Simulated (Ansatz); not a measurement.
**C2H6BClSe: geometry optimisation from a Python script**

The task is a geometry optimisation, for C2H6BClSe.

Program: Ansatz 0.2.0, driven from Python. Level of theory: r2SCAN/def2-SVP. These are calculated values, not measurements.

**1. The system**

Bond lengths: C1–Se2 1.902 Å, Se2–B3 2.018 Å, B3–C4 1.600 Å, B3–Cl5 1.844 Å, C1–H6 1.061 Å, C1–H7 1.132 Å, C1–H8 1.159 Å, C4–H9 1.158 Å, C4–H10 1.035 Å, C4–H11 1.154 Å. Angles (14 of 16 angles, heavy atoms first): C1–Se2–B3 90.4°, Se2–B3–C4 120.3°, Se2–B3–Cl5 120.6°, C4–B3–Cl5 118.9°, Se2–C1–H6 114.7°, Se2–C1–H7 108.9°, Se2–C1–H8 108.2°, B3–C4–H9 107.3°, B3–C4–H10 114.1°, B3–C4–H11 105.0°, H6–C1–H7 109.7°, H6–C1–H8 109.7°, H7–C1–H8 105.3°, H9–C4–H10 112.0°.

No structure file is read: the coordinates are typed or built in the script.

**2. The code**

File run_opt.py:

```python
import argparse
import itertools
import logging
import sys

import ansatz
from ase.data import atomic_numbers, covalent_radii
import numpy as np

logging.basicConfig(stream=sys.stdout, format="[%(levelname)s] %(message)s")
logger = logging.getLogger("calc")
logger.setLevel(logging.INFO)

parser = argparse.ArgumentParser(description="Relax the C2H6BClSe molecule.")
parser.add_argument("--basis", required=True, help="basis")
parser.add_argument("--xc", default="r2scan", help="exchange-correlation functional")
args = parser.parse_args()


def main() -> None:
    geometry_ang = [
        ("C", (-1.4888, 0.7737, 0.9415)),
        ("Se", (0.345, 1.1484, 1.2787)),
        ("B", (0.8545, 0.328, -0.493)),
        ("C", (1.251, -1.2198, -0.5815)),
        ("Cl", (1.0098, 1.3747, -2.0031)),
        ("H", (-1.7137, -0.2549, 0.8087)),
        ("H", (-2.1101, 1.193, 1.7893)),
        ("H", (-1.8126, 1.3686, 0.0013)),
        ("H", (1.0504, -1.687, 0.4592)),
        ("H", (2.2197, -1.3901, -0.9036)),
        ("H", (0.4601, -1.6915, -1.2769)),
    ]
    mol = ansatz.Crystal.molecule()
    for symbol, xyz in geometry_ang:
        mol = mol.atom(symbol, xyz)

    calc = (
        mol.calculation()
        .basis(gaussian=args.basis)
        .functional(args.xc)
    )
    symbols = [site.symbol for site in mol.cartesian_sites]
    start = np.array([site.position_ang for site in mol.cartesian_sites], dtype=float)
    def progress(event):
        if event["event"] == "relax_step":
            row = event["data"]
            logger.info(f"step {row['step']:3d}  E = {row['lagrangian_ev']:.6f} eV  largest force component {row['allowed_force_max_ev_ang']:.4f} eV/A")


    report = calc.relax(force_tolerance=0.02).session().plan().execute(on_event=progress).report
    end = np.array(report["positions_ang"])

    for key in ("converged", "free_energy_ev", "reference_energy_ev", "n_frozen", "n_occupied", "n_virtual"):
        logger.info(f"{key:22s} {report[key]}")

    radius = [covalent_radii[atomic_numbers[s]] for s in symbols]
    span = lambda where, i, j: np.linalg.norm(where[i] - where[j])
    bonded = [(i, j) for i, j in itertools.combinations(range(len(symbols)), 2) if min(span(start, i, j), span(end, i, j)) < 1.2 * (radius[i] + radius[j])]
    logger.info("pair        before    after (A)")
    for i, j in bonded:
        print(f"{symbols[i]}{i}-{symbols[j]}{j}".ljust(10), f"{span(start, i, j):8.4f} {span(end, i, j):8.4f}")
    for first, second in list(itertools.combinations(bonded, 2)):
        shared = set(first) & set(second)
        if shared and symbols[(j := shared.pop())] != "H":
            i, k = sorted((set(first) | set(second)) - {j})
            u, v = end[i] - end[j], end[k] - end[j]
            angle = np.degrees(np.arccos(np.clip(u @ v / np.linalg.norm(u) / np.linalg.norm(v), -1, 1)))
            logger.info(f"final angle {symbols[i]}{i}-{symbols[j]}{j}-{symbols[k]}{k}: {angle:.2f} deg")
    with open("c2h6bclse_opt.xyz", "w") as handle:
        handle.write(f"{len(symbols)}\nrelaxed C2H6BClSe\n")
        handle.writelines(f"{s:2s} {x:11.6f} {y:11.6f} {z:11.6f}\n" for s, (x, y, z) in zip(symbols, end))


if __name__ == "__main__":
    main()
```

**3. The calls as engine input**

The engine receives this input:

```yaml
crystal:
  periodic: [false, false, false]
  atoms:
    - { symbol: C, position_ang: [-1.4888, 0.7737, 0.9415] }
    - { symbol: Se, position_ang: [0.345, 1.1484, 1.2787] }
    - { symbol: B, position_ang: [0.8545, 0.328, -0.493] }
    - { symbol: C, position_ang: [1.251, -1.2198, -0.5815] }
    - { symbol: Cl, position_ang: [1.0098, 1.3747, -2.0031] }
    - { symbol: H, position_ang: [-1.7137, -0.2549, 0.8087] }
    - { symbol: H, position_ang: [-2.1101, 1.193, 1.7893] }
    - { symbol: H, position_ang: [-1.8126, 1.3686, 0.0013] }
    - { symbol: H, position_ang: [1.0504, -1.687, 0.4592] }
    - { symbol: H, position_ang: [2.2197, -1.3901, -0.9036] }
    - { symbol: H, position_ang: [0.4601, -1.6915, -1.2769] }
basis:
  gaussian:
    orbitals: def2-SVP
hamiltonian:
  xc: r2scan
relax:
  f_tol: 0.02
```

**4. Launch**

Command:

```
$ python run_opt.py --basis def2-SVP
```

Q: Predict the main results. Wanted: total energy; dipole moment; moves of the relaxation; energy gained; last largest force component.

As calculated:

| quantity | value |
| --- | --- |
| total energy | -80706.0538 eV |
| dipole moment | 0.45 D |
| moves of the relaxation | 21 |
| energy gained | 1.227 eV |
| last largest force component | 0.0147 eV/Å |

What this shows: The relaxation took 21 moves; the largest shift is 1.605 Å, of atom 5 (Cl). So large a move can change the bonding: the results belong to the relaxed structure. The end point is the stationary point reached from this start; no frequency run checks that it is a minimum, and the basis set is modest.
